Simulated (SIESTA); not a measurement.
Runs of SIESTA 5.4.2 on Sc. The cell holds a slab with vacuum, 5 atoms: a = 3.309 Å, b = 3.309 Å, c = 25.536 Å, α = 90.00°, β = 90.00°, γ = 120.00°. The slab is cut from a database's or a generator's crystal, which needn't be the stable form of the element.

| level | potentials or basis | gap on the mesh (eV) | largest force (eV/Å) | work function (eV) |
| --- | --- | --- | --- | --- |
| revPBE | PseudoDojo 0.4 standard (PBE files), DZP (energy shift 0.003 Ry; two zetas on semicore shells) | none | 0.16 | 3.28 |
| AM05 | PseudoDojo 0.4 standard (PBEsol files), DZP (energy shift 0.003 Ry; two zetas on semicore shells) | none | 0.33 | 3.32 |
| WC | PseudoDojo 0.4 standard (PBEsol files), DZP (energy shift 0.003 Ry; two zetas on semicore shells) | none | 0.37 | 3.36 |
| PBE | PseudoDojo 0.4 standard (PBE files), DZP (energy shift 0.003 Ry; two zetas on semicore shells) | none | 0.23 | 3.35 |
| PW91 | PseudoDojo 0.4 standard (PBE files), DZP (energy shift 0.003 Ry; two zetas on semicore shells) | none | (c) | 3.35 |
| LDA | PseudoDojo 0.4 standard (LDA files), DZP (energy shift 0.003 Ry; two zetas on semicore shells) | none | 0.53 | (b) |
| RPBE | PseudoDojo 0.4 standard (PBE files), DZP (energy shift 0.003 Ry; two zetas on semicore shells) | none | 0.16 | 3.28 |
| PBEsol | PseudoDojo 0.4 standard (PBEsol files), DZP (energy shift 0.003 Ry; two zetas on semicore shells) | none | 0.36 | 3.39 |
| BLYP | PseudoDojo 0.4 standard (PBE files), DZP (energy shift 0.003 Ry; two zetas on semicore shells) | none | 0.20 | (a) |

Alike in all rows: task band structure; no spin polarisation; cell as given; k mesh 9 × 9 × 1; smearing fermi-dirac 0.05 eV; grid cutoff 800 Ry; energy shift 0.003 Ry.

**Question.** Fill in the values left out.

**Answer.** (a) 2.85; (b) 3.45; (c) 0.26.

Caveats: the basis of atomic orbitals isn't converged, which shifts pressures, moduli and gaps; the potentials were made for another functional, which shifts forces and pressure (some runs).

A gap of «none» marks a metal or a gap under the smearing width.
